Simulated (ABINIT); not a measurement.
# Zr2C (P6/mmm) in ABINIT: single point with LDA

Aim: the single point of Zr2C with LDA.

Everything below comes from runs of ABINIT 10.8.3 (patched build). Logs are shortened: lines on timing, memory, paths and dates and some standing lists are left out, and cuts for length are marked. The log counts tension as positive stress, the text compression.

## Step 1: Starting point

Symmetry: P6/mmm, No. 191, hexagonal system. The conventional cell has a = 4.541 Å, b = 4.541 Å, c = 2.756 Å, α = 90.00°, β = 90.00°, γ = 120.00°. Zr (site symmetry -6m2) is surrounded by 5 Zr at 2.62 to 2.76 Å and 6 C at 2.96 Å. Around C (site symmetry 6/mmm) lie 2 C at 2.76 Å and 12 Zr at 2.96 Å.

The cell was built by a generator and needn't be a form met in nature.

## Step 2: Single point, LDA

The input, run.abi:

```
# Pseudopotentials
pp_dirpath "./"
pseudos "Zr.upf, C.upf"

# Structure
acell 8.5819266333 8.5819215146 5.2089544735
rprim
     1.0000000000     0.0000000000     0.0000000000
    -0.5000002982     0.8660252316     0.0000000000
     0.0000000000     0.0000000000     1.0000000000
ntypat 2
znucl 40 6
natom 3
typat 1 1 2
xred
     0.3333300000     0.6666700000     0.0000000000
     0.6666700000     0.3333300000     0.0000000000
     0.0000000000     0.0000000000     0.5000000000

# Plane-wave basis
ecut 37.0

# k points
kptopt 1
ngkpt 5 5 8
nshiftk 1
shiftk 0.0 0.0 0.0

# Exchange and correlation
ixc 7

# Bands and occupations
nband 18
occopt 3
tsmear 0.00183747

# SCF cycle
nstep 100
tolvrs 1.0e-10

# Output
iomode 3
prtwf 0
prtden 0
prteig 0
prtebands 0
enunit 1
prtvol 2
```

Potentials or basis: PseudoDojo NC SR LDA v0.4 stringent.

Started as:

```bash
$ abinit run.abi > log 2>&1
```

run.abo:

```text
.Version 10.8.3 of ABINIT
 Symmetries : space group Cm m m (# 65); Bravais oC (1-face-center ortho.)
================================================================================
 Values of the parameters that define the memory need of the present run
     intxc =       0    ionmov =       0      iscf =       7    lmnmax =       6
     lnmax =       6     mgfft =      48  mpssoang =       3    mqgrid =    3001
     natom =       3  nloc_mem =       1    nspden =       1   nspinor =       1
    nsppol =       1      nsym =       8    n1xccc =    2501    ntypat =       2
    occopt =       3   xclevel =       1
       mpw =        3590          nfft =       69120          nkpt =          45
================================================================================
================================================================================

--------------------------------------------------------------------------------
------------- Echo of variables that govern the present computation ------------
--------------------------------------------------------------------------------
 -outvars: echo values of preprocessed input variables --------
            acell      8.5819240739E+00  8.5819240739E+00  5.2089544735E+00 Bohr
              amu      9.12240000E+01  1.20110000E+01
             ecut      3.70000000E+01 Hartree
           enunit           1
              ixc           7
         kptrlatt        5    0    0      0    5    0      0    0    8
          kptrlen      4.16716358E+01
            natom           3
            nband          18
            ngfft          48      48      30
             nkpt          45
            nstep         100
             nsym           8
           ntypat           2
           occopt           3
           prtden           0
        prtebands           0
           prteig           0
           prtvol           2
            prtwf           0
            rprim      1.0000000000E+00  1.7218527997E-07  0.0000000000E+00
                      -5.0000044732E-01  8.6602514552E-01  0.0000000000E+00
                       0.0000000000E+00  0.0000000000E+00  1.0000000000E+00
          spgroup          65
           tolvrs      1.00000000E-10
           tsmear      1.83747000E-03 Hartree
            typat      1  1  2
           xangst     -2.4061107995E-05  2.6219672233E+00  0.0000000000E+00
                       2.2707013509E+00  1.3109643380E+00  0.0000000000E+00
                       0.0000000000E+00  0.0000000000E+00  1.3782299991E+00
            xcart     -4.5468904397E-05  4.9547999631E+00  0.0000000000E+00
                       4.2910036669E+00  2.4773635596E+00  0.0000000000E+00
                       0.0000000000E+00  0.0000000000E+00  2.6044772368E+00
             xred      3.3333000000E-01  6.6667000000E-01  0.0000000000E+00
                       6.6667000000E-01  3.3333000000E-01  0.0000000000E+00
[... 326 lines left out ...]
 -37.70018  -37.17685  -16.61694  -16.44639  -14.94541  -14.75988  -14.75123  -14.40420
   0.59758    6.87190    7.87668    8.68316   10.25465   11.48536   11.65573   12.67924
  13.05838   14.05848
 kpt#   3, nband= 18, wtk=  0.02000, kpt=  0.4000  0.0000  0.0000 (reduced coord)
 -37.58169  -37.30362  -16.70416  -16.22334  -15.17561  -14.67791  -14.63518  -14.48896
   0.89013    6.48393    8.04376    9.29932    9.37150   10.37313   11.19782   12.65520
  13.85129   13.89599
 kpt#   4, nband= 18, wtk=  0.01000, kpt=  0.2000  0.2000  0.0000 (reduced coord)
 -37.61130  -37.27243  -16.71985  -16.21350  -15.18300  -14.69833  -14.62607  -14.46800
   0.82636    6.52535    8.08192    9.10679    9.75426   10.72752   11.01081   12.62700
  12.91161   14.45587
 kpt#   5, nband= 18, wtk=  0.02000, kpt=  0.4000  0.2000  0.0000 (reduced coord)
[... 148 lines left out ...]
 -37.35621  -37.02803  -16.55034  -16.43118  -16.19817  -15.95016  -14.96421  -14.44260
   2.55945    7.18755    7.48301    7.65558   10.36838   10.99556   11.49522   12.21773
  12.52297   12.52896
 kpt#  43, nband= 18, wtk=  0.01000, kpt= -0.2000  0.2000  0.5000 (reduced coord)
 -37.44232  -36.93555  -16.64445  -16.34054  -16.17620  -16.10031  -14.73609  -14.55516
   2.76487    6.95424    7.50303    7.90488   10.49396   10.72078   10.75919   11.60248
  13.10472   13.14581
 kpt#  44, nband= 18, wtk=  0.01000, kpt=  0.4000  0.4000  0.5000 (reduced coord)
 -37.25676  -37.13141  -16.48905  -16.44247  -16.30833  -15.70448  -15.21112  -14.37061
   2.41902    7.08506    7.32565    8.34003    9.62859   11.40425   11.49332   11.65442
  13.64366   13.72950
 kpt#  45, nband= 18, wtk=  0.01000, kpt= -0.4000  0.4000  0.5000 (reduced coord)
 -37.32755  -37.05819  -16.51904  -16.41914  -16.23037  -15.95010  -14.96293  -14.45130
   2.52729    6.89263    7.25908    8.41956   10.67011   10.71823   10.98873   12.20612
  12.37322   13.17343
 Total charge density [el/Bohr^3]
)     Maximum=    6.3233E-01  at reduced coord.    0.2708    0.7292    0.0000
)Next maximum=    6.3233E-01  at reduced coord.    0.7292    0.2708    0.0000
)     Minimum=    7.3353E-03  at reduced coord.    0.6667    0.3333    0.0000
)Next minimum=    7.3353E-03  at reduced coord.    0.3333    0.6667    0.0000
   Integrated=    2.8000E+01

--- !EnergyTerms
iteration_state     : {dtset: 1, }
comment             : Components of total free energy in Hartree
kinetic             :  3.29067190755219E+01
hartree             :  1.45964208705292E+01
xc                  : -2.20722059089002E+01
Ewald energy        : -8.40843580990243E+01
psp_core            :  3.54816241106381E+00
local_psp           : -6.24441543226862E+01
non_local_psp       :  1.03365933698202E+01
internal            : -1.07212822603676E+02
'-kT*entropy'       : -6.13013881204137E-04
total_energy        : -1.07213435617557E+02
total_energy_eV     : -2.91742620734796E+03
band_energy         : -8.93354688394993E+00
...

 Cartesian components of stress tensor (hartree/bohr^3)
  sigma(1 1)=  2.78270675E-04  sigma(3 2)=  0.00000000E+00
  sigma(2 2)=  2.78183104E-04  sigma(3 1)=  0.00000000E+00
  sigma(3 3)=  2.61246333E-04  sigma(2 1)= -7.58385037E-08

-Cartesian components of stress tensor (GPa)         [Pressure= -8.0192E+00 GPa]
- sigma(1 1)=  8.18700591E+00  sigma(3 2)=  0.00000000E+00
- sigma(2 2)=  8.18442949E+00  sigma(3 1)=  0.00000000E+00
- sigma(3 3)=  7.68613247E+00  sigma(2 1)= -2.23124581E-03

== END DATASET(S) ==============================================================
================================================================================

 -outvars: echo values of variables after computation  --------
            acell      8.5819240739E+00  8.5819240739E+00  5.2089544735E+00 Bohr
           etotal     -1.0721343562E+02
            fcart      1.5090319433E-06 -8.7123930582E-07 -0.0000000000E+00
                      -1.5090319433E-06  8.7123930582E-07 -0.0000000000E+00
                      -7.0586078938E-23 -3.5293039469E-23 -0.0000000000E+00
            rprim      1.0000000000E+00  1.7218527997E-07  0.0000000000E+00
                      -5.0000044732E-01  8.6602514552E-01  0.0000000000E+00
                       0.0000000000E+00  0.0000000000E+00  1.0000000000E+00
           strten      2.7827067496E-04  2.7818310406E-04  2.6124633273E-04
                       0.0000000000E+00  0.0000000000E+00 -7.5838503683E-08
           xangst     -2.4061107995E-05  2.6219672233E+00  0.0000000000E+00
                       2.2707013509E+00  1.3109643380E+00  0.0000000000E+00
                       0.0000000000E+00  0.0000000000E+00  1.3782299991E+00
             xred      3.3333000000E-01  6.6667000000E-01  0.0000000000E+00
                       6.6667000000E-01  3.3333000000E-01  0.0000000000E+00
                       0.0000000000E+00  0.0000000000E+00  5.0000000000E-01
 Calculation completed.
```

It took 84 s on 1 thread of Arm Neoverse V1, shared host; peak memory 0.11 GiB.

Results:

```
Free energy                                           : -2917.4262 eV
Pressure                                              : -8.0 GPa
Band gap on the k mesh                                : none (metal or under the smearing width)
Valence electrons inside the program's atomic spheres : Zr 8.58; C 3.16
```

Stress tensor (GPa, compression positive):
```
-8.19  0.00  0.00
 0.00 -8.18  0.00
 0.00  0.00 -7.69
```
